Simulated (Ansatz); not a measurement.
# triplet Si2H3OF at 6 levels

We compute a comparison of 6 runs (UHF/STO-3G, UB3LYP/6-31G*, U-wB97X/def2-SVPD, UCAM-B3LYP/def2-SVPD, UCCSD(T)/def2-SVPD) of triplet Si2H3OF. 

Program for the calculation: Ansatz 0.2.0.

57 further runs of the same task are left out: 57 set aside as unsound or not needed.

## (1) The structure to begin with

The species is Si2H3OF (7 atoms), meant as a triplet with charge 0. SMILES of the parent species: `F[Si]O[SiH3]`. Geometry: relaxed at PBE0-D4/def2-TZVP. This is one conformer, not always the lowest. That shape belongs to the parent species and isn't relaxed for this state.

Bond lengths: F1–Si2 1.617 Å, Si2–O3 1.630 Å, O3–Si4 1.657 Å, Si4–H5 1.482 Å, Si4–H6 1.483 Å, Si4–H7 1.483 Å. Angles: F1–Si2–O3 101.9°, Si2–O3–Si4 146.4°, O3–Si4–H5 107.7°, O3–Si4–H6 109.7°, O3–Si4–H7 109.7°, H5–Si4–H6 109.9°, H5–Si4–H7 109.9°, H6–Si4–H7 109.9°.

## (2) The energy at UHF/STO-3G (run 1)

File in.yaml:

```yaml
crystal:
  periodic: [false, false, false]
  atoms:
    - symbol: F
      position_ang: [0.639300, -1.829500, 1.608700]
    - symbol: Si
      position_ang: [-0.428700, -2.165500, 0.441500]
    - symbol: O
      position_ang: [-0.538300, -0.736500, -0.334600]
    - symbol: Si
      position_ang: [-0.025600, 0.837100, -0.406700]
    - symbol: H
      position_ang: [-0.705100, 1.480700, -1.555500]
    - symbol: H
      position_ang: [-0.385700, 1.537800, 0.850000]
    - symbol: H
      position_ang: [1.444000, 0.875800, -0.603300]
basis:
  gaussian:
    orbitals: STO-3G
accuracy: high
hamiltonian:
  xc: hf
magnetization:
  spin_polarized: true
  initial_magnetization: 2
output: {orbitals: {seedname: orbitals}}
```

The run is started by

```
$ ansatz run in.yaml --threads 1 --pin off --max-ram 3480MiB --events-out events.jsonl --progress --plain --runs-dir runs
```

Log:

```text
Warning: RAYON_NUM_THREADS=1 ignored (pool sized by the plan → 1); use --threads N
Functional definition: HF
  name "HF"
  exchange = exact_x
  correlation = 0
610 factors; integrals over basis functions are off by at most 1.6e-8 eV
mean field evaluation 1: about -20263.6124 eV, gradient 1.5e1 eV
mean field evaluation 2: about -20263.6993 eV, gradient 1.5e1 eV
mean field evaluation 4: about -20265.7808 eV, gradient 1.6e0 eV
mean field evaluation 8: about -20265.8320 eV, gradient 4.4e-4 eV
mean field evaluation 16: about -20263.6960 eV, gradient 5.6e-1 eV
mean field -20265.83056969 eV, -744.7555367627 hartree, gradient 6.9e-8 eV, S^2 2.005654; 0 other end points of the search recorded, 0 dependent functions left out
reference -20265.83056969 eV, -744.7555367627 hartree; 25, 23 occupied and 6, 8 virtual orbitals, 610 factors
Total energy: -20265.83056969 eV, -744.7555367627 hartree
```

It took 0.34 s on 1 thread of Arm Neoverse V2, shared host.

## (3) The energy at UB3LYP/6-31G(d) (spherical functions) (run 2)

File input.yaml:

```yaml
crystal:
  periodic: [false, false, false]
  atoms:
    - {symbol: F, position_ang: [0.639300, -1.829500, 1.608700]}
    - {symbol: Si, position_ang: [-0.428700, -2.165500, 0.441500]}
    - {symbol: O, position_ang: [-0.538300, -0.736500, -0.334600]}
    - {symbol: Si, position_ang: [-0.025600, 0.837100, -0.406700]}
    - {symbol: H, position_ang: [-0.705100, 1.480700, -1.555500]}
    - {symbol: H, position_ang: [-0.385700, 1.537800, 0.850000]}
    - {symbol: H, position_ang: [1.444000, 0.875800, -0.603300]}
basis:
  gaussian: {orbitals: 6-31G_st_-spherical.json}
accuracy: high
output: {orbitals: {seedname: orbitals}}
magnetization: {spin_polarized: true, initial_magnetization: 2}
hamiltonian: {xc: {name: B3LYP}}
```

The basis set 6-31G* is read from a file made from the Basis Set Exchange's data (not shown).

The run is started by

```
$ ansatz run input.yaml --threads 1 --pin off --max-ram 3480MiB --events-out events.jsonl --progress --plain --runs-dir runs
```

Log:

```text
Warning: RAYON_NUM_THREADS=1 ignored (pool sized by the plan → 1); use --threads N
Functional definition: B3LYP
  name "B3LYP"
  parameter a0 = 0.2
  parameter ax = 0.72
  parameter ac = 0.81
  exchange = (1 - a0 - ax)*slater_x + ax*b88_x + a0*exact_x
  correlation = (1 - ac)*vwn_rpa_c + ac*lyp_c
1505 factors; integrals over basis functions are off by at most 3.5e-9 eV
mean field evaluation 1: about -20561.2503 eV, gradient 4.1e1 eV
mean field evaluation 2: about -20530.0821 eV, gradient 9.0e1 eV
mean field evaluation 4: about -20566.8787 eV, gradient 7.6e0 eV
mean field evaluation 8: about -20567.2299 eV, gradient 5.9e-1 eV
mean field evaluation 16: about -20567.2316 eV, gradient 8.0e-5 eV
mean field -20567.23164319 eV, -755.8318219169 hartree, gradient 8.4e-8 eV, S^2 2.001466; 0 other end points of the search recorded, 0 dependent functions left out
reference -20567.23168211 eV, -755.8318233472 hartree; 25, 23 occupied and 45, 47 virtual orbitals, 1505 factors
Total energy: -20567.23168211 eV, -755.8318233472 hartree
```

It took 9.6 s on 1 thread of Arm Neoverse V2, shared host; peak memory 0.32 GiB.

Run 3 isn't shown in full; the table further down has it.

## (4) The energy at U-wB97X/def2-SVPD (run 4)

File molecule.yaml:

```yaml
crystal:
  periodic: [false, false, false]
  atoms:
    - {symbol: F, position_ang: [0.639300, -1.829500, 1.608700]}
    - {symbol: Si, position_ang: [-0.428700, -2.165500, 0.441500]}
    - {symbol: O, position_ang: [-0.538300, -0.736500, -0.334600]}
    - {symbol: Si, position_ang: [-0.025600, 0.837100, -0.406700]}
    - {symbol: H, position_ang: [-0.705100, 1.480700, -1.555500]}
    - {symbol: H, position_ang: [-0.385700, 1.537800, 0.850000]}
    - {symbol: H, position_ang: [1.444000, 0.875800, -0.603300]}
basis:
  gaussian:
    orbitals: def2-SVPD
magnetization:
  spin_polarized: true
  initial_magnetization: 2
hamiltonian:
  xc: {name: wB97X}
accuracy: high
output: {orbitals: {seedname: orbitals}}
```

The run is started by

```
$ ansatz run molecule.yaml --threads 1 --pin off --max-ram 3480MiB --events-out events.jsonl --progress --plain --runs-dir runs
```

Log:

```text
Warning: RAYON_NUM_THREADS=1 ignored (pool sized by the plan → 1); use --threads N
Functional definition: wB97X
  name "wB97X"
  parameter omega = 0.3/bohr
  parameter cx = 0.157706
  parameter cx1 = 0.726479
  parameter cx2 = 1.04760
  parameter cx3 = -5.70635
  parameter cx4 = 13.2794
  parameter css1 = -4.33879
  parameter css2 = 18.2308
  parameter css3 = -31.7430
  parameter css4 = 17.2901
  parameter cos1 = 2.37031
  parameter cos2 = -11.3995
  parameter cos3 = 6.58405
  parameter cos4 = -3.78132
  exchange = spin_sum(e_x_unif_sr(omega)*poly(b97_u_x, 1 - cx, cx1, cx2, cx3, cx4)) + cx*exact_x_sr(omega)
      + exact_x_lr(omega)
  correlation = spin_sum(e_c_pw_same_spin*poly(b97_u_same, 1, css1, css2, css3, css4))
      + integral(e_c_pw_opposite_spin*poly(b97_u_opposite, 1, cos1, cos2, cos3, cos4))
2284 factors; integrals over basis functions are off by at most 3.8e-9 eV
506 factors; integrals over basis functions are off by at most 1.7e-9 eV
mean field evaluation 1: about -20552.4958 eV, gradient 3.7e1 eV
mean field evaluation 2: about -20550.4162 eV, gradient 4.6e1 eV
mean field evaluation 4: about -20557.5520 eV, gradient 1.9e0 eV
mean field evaluation 8: about -20557.6460 eV, gradient 1.8e-1 eV
mean field evaluation 16: about -20557.6466 eV, gradient 4.1e-4 eV
mean field -20557.64655995 eV, -755.4795766048 hartree, gradient 5.6e-8 eV, S^2 2.001901; 0 other end points of the search recorded, 0 dependent functions left out
reference -20557.64655640 eV, -755.4795764745 hartree; 25, 23 occupied and 93, 95 virtual orbitals, 2284 factors
Total energy: -20557.64655640 eV, -755.4795764745 hartree
```

Run time: 73 s. Hardware: 1 thread of Arm Neoverse V2, shared host; peak memory 1.1 GiB.

Run 5 isn't shown in full; the table further down has it.

## (5) A single-point energy at UCCSD(T)/def2-SVPD (run 6)

File run.yaml:

```yaml
crystal:
  periodic: [false, false, false]
  atoms:
    - {symbol: F, position_ang: [0.639300, -1.829500, 1.608700]}
    - {symbol: Si, position_ang: [-0.428700, -2.165500, 0.441500]}
    - {symbol: O, position_ang: [-0.538300, -0.736500, -0.334600]}
    - {symbol: Si, position_ang: [-0.025600, 0.837100, -0.406700]}
    - {symbol: H, position_ang: [-0.705100, 1.480700, -1.555500]}
    - {symbol: H, position_ang: [-0.385700, 1.537800, 0.850000]}
    - {symbol: H, position_ang: [1.444000, 0.875800, -0.603300]}
basis:
  gaussian:
    orbitals: def2-SVPD
magnetization:
  spin_polarized: true
  initial_magnetization: 2
correlation:
  method: ccsd_t
  frozen_orbitals: {F: 1, H: 0, O: 1, Si: 5}
accuracy: high
scf:
  omitted_lower_state_checks: [cluster_reference, increment]
```

The run is started by

```
$ ansatz run run.yaml --threads 1 --pin off --max-ram 3480MiB --events-out events.jsonl --progress --plain --runs-dir runs
```

Log:

```text
Warning: RAYON_NUM_THREADS=1 ignored (pool sized by the plan → 1); use --threads N
[... 4 set-up lines as earlier in the session ...]
these checks for a lower state are left out or cut short: cluster_reference, increment
2284 factors; integrals over basis functions are off by at most 3.8e-9 eV
mean field evaluation 1: about -20503.5368 eV, gradient 2.8e1 eV
mean field evaluation 2: about -20503.5499 eV, gradient 2.8e1 eV
mean field evaluation 4: about -20507.3904 eV, gradient 3.1e0 eV
mean field evaluation 8: about -20507.5181 eV, gradient 2.7e-1 eV
mean field -20507.51930752 eV, -753.6374340555 hartree, gradient 5.8e-8 eV, S^2 2.002452; 0 other end points of the search recorded, 0 dependent functions left out
12 core orbitals not correlated: weight in the atoms' cores, before any rotation towards them, 1.000 or more for the frozen orbitals, at most 0.000 for the correlated occupied ones
reference -20507.51930752 eV, -753.6374340555 hartree; 13, 11 occupied and 93, 95 virtual orbitals, 2284 factors
second order -14.86372156 eV of doubles, -0.00000000 eV of singles
cycle   1  -15.12771455 eV  change   -2.6e-1 eV  update   1.1e-1
cycle   2  -15.56269931 eV  change   -4.3e-1 eV  update   3.3e-2
cycle   3  -15.69396066 eV  change   -1.3e-1 eV  update   1.9e-2
cycle   4  -15.68932950 eV  change    4.6e-3 eV  update   5.1e-3
cycle   5  -15.68669013 eV  change    2.6e-3 eV  update   2.5e-3
cycle   6  -15.68775037 eV  change   -1.1e-3 eV  update   9.2e-4
cycle   7  -15.68778723 eV  change   -3.7e-5 eV  update   4.0e-4
cycle   8  -15.68779165 eV  change   -4.4e-6 eV  update   1.6e-4
cycle   9  -15.68785474 eV  change   -6.3e-5 eV  update   7.7e-5
cycle  10  -15.68783268 eV  change    2.2e-5 eV  update   3.3e-5
cycle  11  -15.68783133 eV  change    1.3e-6 eV  update   1.6e-5
cycle  12  -15.68783814 eV  change   -6.8e-6 eV  update   8.3e-6
cycle  13  -15.68783885 eV  change   -7.2e-7 eV  update   4.4e-6
cycle  14  -15.68784086 eV  change   -2.0e-6 eV  update   2.2e-6
cycle  15  -15.68784162 eV  change   -7.6e-7 eV  update   1.0e-6
cycle  16  -15.68784144 eV  change    1.8e-7 eV  update   4.1e-7
cycle  17  -15.68784142 eV  change    2.0e-8 eV  update   1.7e-7
cycle  18  -15.68784144 eV  change   -2.0e-8 eV  update   8.9e-8
cycle  19  -15.68784144 eV  change   -6.3e-9 eV  update   4.6e-8
cycle  20  -15.68784147 eV  change   -2.1e-8 eV  update   2.9e-8
cycle  21  -15.68784124 eV  change    2.3e-7 eV  update   8.3e-8
cycle  22  -15.68784127 eV  change   -3.4e-8 eV  update   2.1e-8
cycle  23  -15.68784127 eV  change    3.1e-9 eV  update   7.8e-9
cycle  24  -15.68784127 eV  change   -1.2e-9 eV  update   3.8e-9
cycle  25  -15.68784127 eV  change  -9.4e-10 eV  update   1.7e-9
perturbative correction -0.39928974 eV, -0.0146736274 hartree
Total energy: -20523.60643853 eV, -754.2286252161 hartree
Checks for a lower state left out: cluster_reference, increment
```

Wall time 2.7 min (1 thread of Arm Neoverse V2, shared host); peak memory 2.2 GiB.

## (6) The series

```csv
run,level,Cartesian functions,frozen core orbitals,energy (Eh),HOMO energy (eV),⟨S²⟩,wall time
1,UHF/STO-3G,no,–,-744.755537,-3.24,2.006,0.34 s
2,UB3LYP/6-31G* (spherical functions),no,–,-755.831823,-4.11,2.001,9.6 s
3,UB3LYP/6-31G* (Cartesian functions),yes,–,-755.837721,-4.11,2.001,11 s
4,U-wB97X/def2-SVPD,no,–,-755.479576,-6.89,2.002,73 s
5,UCAM-B3LYP/def2-SVPD,no,–,-755.505740,-5.98,2.002,22 s
6,UCCSD(T)/def2-SVPD,no,12,-754.228625,–,2.002,2.7 min
```

## (7) Summary of results

| quantity | value |
| --- | --- |
| run 6: total energy | -754.22863 Eh |
| run 6: correlation energy (12 core orbitals frozen) | -591.2 mEh |
| run 6: (T) correction | -14.67 mEh |
| run 6: ⟨S²⟩ of the reference determinant | 2.002 |
| run 6: T1 diagnostic | 0.016 |

What this shows: Totals of different functionals can't be ranked against each other. In run 1 the basis is minimal, so the values are rough. All runs together took 4.6 min, the longest 2.7 min.
